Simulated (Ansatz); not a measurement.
**AlAs2: one candidate structure**

Aim: relax AlAs2 from this start, cadmium chloride type (R-3m, No. 166), and see where it ends.

Computed with Ansatz 0.2.0 (DFT PBE, scalar-relativistic, plane waves, PAW, unless a step's input says otherwise).

## Step 1: The structure to begin with

It takes space group R-3m (No. 166, trigonal). Conventional cell: a = 3.552 Å, b = 3.552 Å, c = 16.090 Å, α = 90.00°, β = 90.00°, γ = 120.00°. Al (site symmetry -3m) is surrounded by 6 As at 2.45 Å. As (site symmetry 3m) is surrounded by 3 Al at 2.45 Å.

Coordinates:

```cif
data_structure
_symmetry_space_group_name_H-M 'R-3m:H'
_symmetry_Int_Tables_number 166
_cell_length_a 3.5516
_cell_length_b 3.5516
_cell_length_c 16.0900
_cell_angle_alpha 90.000
_cell_angle_beta 90.000
_cell_angle_gamma 120.000
_cell_volume 175.76
loop_
_atom_site_label
_atom_site_type_symbol
_atom_site_symmetry_multiplicity
_atom_site_Wyckoff_symbol
_atom_site_fract_x
_atom_site_fract_y
_atom_site_fract_z
_atom_site_occupancy
Al1 Al 3 a 0.00000 0.00000 0.00000 1
As1 As 6 c 0.66667 0.33333 0.08333 1
```

(A quick probe on a coarse mesh, which set the mesh and smearing, is not shown.)

## Step 3: Rough relaxation on the coarse mesh

input.yaml

```yaml
crystal:
  lattice:
    - [1.775783402, 1.0252490251, 5.3633201422]
    - [-1.775783402, 1.0252490251, 5.3633201422]
    - [0.0, -2.0504980503, 5.3633201422]
  atoms:
    - { symbol: Al, position: [0.0, 0.0, 0.0] }
    - { symbol: As, position: [0.75, 0.75, 0.75] }
    - { symbol: As, position: [0.25, 0.25, 0.25] }
basis:
  ecutwfc: 420
kpoints:
  mp_grid: { grid: [6, 6, 6] }
hamiltonian:
  xc: pbe
scf:
  occupations: { method: gaussian, width: 0.1 }
  lower_state_search: "off"
output:
  forces: true
  stress: true
  eigenvalues: true
relax:
  adjacent_minimum: "off"
  f_tol: 0.04
  max_steps: 70
  cell: { stress_tol: 0.4 }
```

The run is started by

```
$ ansatz run input.yaml --threads 1 --pin off --max-ram 2560MiB --backend cpu --events-out ev --progress --plain --runs-dir out
```

The session goes on with these runs: the relaxation.

**Question.** What will these runs give?

The runs gave:

Formation energies count from the elements, computed with the same settings in runs not shown here.

```
                          quantity                                                                        value
               cell (conventional)  a = 3.856 Å, b = 3.856 Å, c = 14.156 Å, α = 90.00°, β = 90.00°, γ = 120.00°
                       space group                                                               R-3m (No. 166)
                            volume                                                                20.25 Å³/atom
                   gap on the mesh                                                                 none (metal)
formation energy from the elements                                                               +0.082 eV/atom
```

**Reading.** The space group stayed R-3m, and from the first guess the volume went from 19.53 to 20.25 Å³/atom. The formation energy of +0.08 eV/atom is positive, so the elements lie lower than this structure; another structure of the compound can lie lower.
